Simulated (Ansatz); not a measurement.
**CH4FSi (SMILES [CH2][SiH2]F): U-revPBE/6-311+G(d,p)**

Aim: the electronic atomisation energy of CH4FSi at U-revPBE/6-311+G**, from 5 runs. 

The results are computed with Ansatz 0.2.0.

59 further runs of the same task are left out: 1 that didn't finish, 58 set aside as unsound or not needed.

### Step 1. The molecule

The species is CH4FSi (7 atoms), meant as a doublet with charge 0. As SMILES, `[CH2][SiH2]F`. The coordinates come from a PBE0-D4/def2-TZVP relaxation. This is one conformer, not always the lowest.

Bond lengths: C1–Si2 1.828 Å, Si2–F3 1.601 Å, C1–H4 1.085 Å, C1–H5 1.086 Å, Si2–H6 1.486 Å, Si2–H7 1.486 Å. Angles: C1–Si2–F3 109.0°, C1–Si2–H6 111.6°, C1–Si2–H7 111.7°, F3–Si2–H6 107.8°, F3–Si2–H7 107.6°, Si2–C1–H4 122.6°, Si2–C1–H5 122.3°, H6–Si2–H7 109.0°, H4–C1–H5 115.1°.

### Step 2. A single-point energy at U-revPBE/6-311+G(d,p)

The input, in.yaml:

```yaml
crystal:
  periodic: [false, false, false]
  atoms:
    - {symbol: C, position_ang: [-0.871900, 0.281100, -0.615800]}
    - {symbol: Si, position_ang: [0.588600, -0.157300, 0.392500]}
    - {symbol: F, position_ang: [0.652600, -1.749500, 0.550500]}
    - {symbol: H, position_ang: [-1.536000, -0.466000, -1.038500]}
    - {symbol: H, position_ang: [-1.136000, 1.310700, -0.837900]}
    - {symbol: H, position_ang: [0.509900, 0.430600, 1.755300]}
    - {symbol: H, position_ang: [1.854000, 0.282500, -0.251700]}
basis:
  gaussian: {orbitals: 6-311+G_st__st_-spherical.json}
magnetization: {spin_polarized: true, initial_magnetization: 1}
hamiltonian: {xc: {name: revPBE}}
accuracy: high
output: {orbitals: {seedname: orbitals}}
```

The basis set 6-311+G** is read from a file made from the Basis Set Exchange's data (not shown).

Launch:

```console
$ ansatz run in.yaml --threads 1 --pin off --max-ram 3480MiB --events-out events.jsonl --progress --plain --runs-dir runs
```

The log of the run:

```text
Warning: RAYON_NUM_THREADS=1 ignored (pool sized by the plan → 1); use --threads N
Functional definition: revPBE
  name "revPBE"
  parameter kappa = 1.245
  parameter beta = 0.06672455060314922
  exchange = pbe_x(kappa = kappa, mu = beta*pi^2/3)
  correlation = pbe_c(beta = beta)
1833 factors; integrals over basis functions are off by at most 4.3e-9 eV
mean field evaluation 1: about -11687.7123 eV, gradient 4.1e1 eV
mean field evaluation 2: about -11675.1460 eV, gradient 6.5e1 eV
mean field evaluation 4: about -11694.7377 eV, gradient 6.6e0 eV
mean field evaluation 8: about -11694.8985 eV, gradient 4.3e-2 eV
mean field evaluation 16: about -11694.8985 eV, gradient 6.9e-6 eV
mean field -11694.89851056 eV, -429.7795931762 hartree, gradient 9.4e-8 eV, S^2 0.753470; 0 other end points of the search recorded, 0 dependent functions left out
reference -11694.89851822 eV, -429.7795934577 hartree; 17, 16 occupied and 81, 82 virtual orbitals, 1833 factors
Total energy: -11694.89851822 eV, -429.7795934577 hartree
```

Run time: 6.9 s. Hardware: 1 thread of Arm Neoverse V2, shared host; peak memory 0.28 GiB.

### Step 3. The C atom at the same level

The input, run.yaml:

```yaml
crystal:
  periodic: [false, false, false]
  atoms:
    - {symbol: C, position_ang: [0.000000, 0.000000, 0.000000]}
basis:
  gaussian:
    orbitals: 6-311+G_st__st_.json
magnetization:
  spin_polarized: true
  initial_magnetization: 2
hamiltonian:
  xc: {name: revPBE}
accuracy: high
```

The basis set 6-311+G** is read from a file made from the Basis Set Exchange's data (not shown).

Launch:

```console
$ ansatz run run.yaml --threads 1 --pin off --max-ram 3480MiB --events-out events.jsonl --progress --plain --runs-dir runs
```

The log of the run, shortened:

```text
Warning: RAYON_NUM_THREADS=1 ignored (pool sized by the plan → 1); use --threads N
[... 6 set-up lines as earlier in the session ...]
169 factors; integrals over basis functions are off by at most 2.6e-9 eV
mean field evaluation 1: about -1029.4759 eV, gradient 6.7e0 eV
mean field evaluation 2: about -1029.6121 eV, gradient 4.9e0 eV
mean field evaluation 4: about -1029.7726 eV, gradient 2.8e-1 eV
mean field evaluation 8: about -1029.7724 eV, gradient 4.3e-4 eV
mean field evaluation 16: about -1029.6596 eV, gradient 4.3e0 eV
mean field evaluation 32: about -1029.7724 eV, gradient 5.4e-5 eV
mean field -1029.77237349 eV, -37.8434367209 hartree, gradient 1.1e-8 eV, S^2 2.002557; 2 other end points of the search recorded, 0 dependent functions left out
reference -1029.77237795 eV, -37.8434368848 hartree; 4, 2 occupied and 18, 20 virtual orbitals, 169 factors
Total energy: -1029.77237795 eV, -37.8434368848 hartree
```

Run time: 0.5 s. Hardware: 1 thread of Arm Neoverse V2, shared host.

### Step 4. The F atom, same level

The input, job.yaml:

```yaml
crystal:
  periodic: [false, false, false]
  atoms:
    - {symbol: F, position_ang: [0.000000, 0.000000, 0.000000]}
basis:
  gaussian:
    orbitals: 6-311+G_st__st_.json
magnetization:
  spin_polarized: true
  initial_magnetization: 1
hamiltonian:
  xc: {name: revPBE}
accuracy: high
```

The basis set 6-311+G** is read from a file made from the Basis Set Exchange's data (not shown).

Run the same way, it converges to -99.72547 Eh (log not shown).

### Step 5. The H atom, same level

The input, run.yaml:

```yaml
crystal:
  periodic: [false, false, false]
  atoms:
    - {symbol: H, position_ang: [0.000000, 0.000000, 0.000000]}
basis:
  gaussian:
    orbitals: 6-311+G_st__st_.json
magnetization:
  spin_polarized: true
  initial_magnetization: 1
hamiltonian:
  xc: {name: revPBE}
accuracy: high
```

The basis set 6-311+G** is read from a file made from the Basis Set Exchange's data (not shown).

Launch:

```console
$ ansatz run run.yaml --threads 1 --pin off --max-ram 3480MiB --events-out events.jsonl --progress --plain --runs-dir runs
```

The log of the run, shortened:

```text
Warning: RAYON_NUM_THREADS=1 ignored (pool sized by the plan → 1); use --threads N
[... 6 set-up lines as earlier in the session ...]
21 factors; integrals over basis functions are off by at most 2.5e-9 eV
mean field evaluation 1: about -13.7145 eV, gradient 5.3e-1 eV
mean field evaluation 2: about -13.7185 eV, gradient 8.2e-2 eV
mean field evaluation 4: about -13.7180 eV, gradient 2.2e-3 eV
mean field evaluation 8: about -13.7180 eV, gradient 8.0e-7 eV
mean field -13.71795515 eV, -0.5041255533 hartree, gradient 3.2e-9 eV, S^2 0.750000; 0 other end points of the search recorded, 0 dependent functions left out
reference -13.71795820 eV, -0.5041256656 hartree; 1, 0 occupied and 5, 6 virtual orbitals, 21 factors
Total energy: -13.71795820 eV, -0.5041256656 hartree
```

It took 0.1 s on 1 thread of Arm Neoverse V2, shared host.

### Step 6. The Si atom, same level

The input, input.yaml:

```yaml
crystal:
  periodic: [false, false, false]
  atoms:
    - {symbol: Si, position_ang: [0.000000, 0.000000, 0.000000]}
basis:
  gaussian:
    orbitals: 6-311+G_st__st_-spherical.json
accuracy: high
magnetization:
  spin_polarized: true
  initial_magnetization: 2
total_charge: 0
hamiltonian:
  xc: {name: revPBE}
```

The basis set 6-311+G** is read from a file made from the Basis Set Exchange's data (not shown).

Run the same way, it converges to -289.31707 Eh (log not shown).

### Step 7. What came out

Level: U-revPBE/6-311+G**.

| quantity | value |
| --- | --- |
| molecule: total energy | -429.77959 Eh |
| molecule: HOMO energy (highest over α and β) | -5.90 eV |
| molecule: LUMO energy (lowest over α and β) | -3.71 eV |
| molecule: ⟨S²⟩ | 0.753 |
| C atom: total energy | -37.84344 Eh |
| C atom: ⟨S²⟩ | 2.003 |
| F atom: total energy | -99.72547 Eh |
| F atom: ⟨S²⟩ | 0.751 |
| H atom: total energy | -0.50413 Eh |
| H atom: ⟨S²⟩ | 0.750 |
| Si atom: total energy | -289.31707 Eh |
| Si atom: ⟨S²⟩ | 2.002 |
| electronic atomisation energy | 23.868 eV |

Taking the molecule apart into free atoms costs 23.87 eV (2303 kJ/mol), before zero-point energy and without spin-orbit coupling.
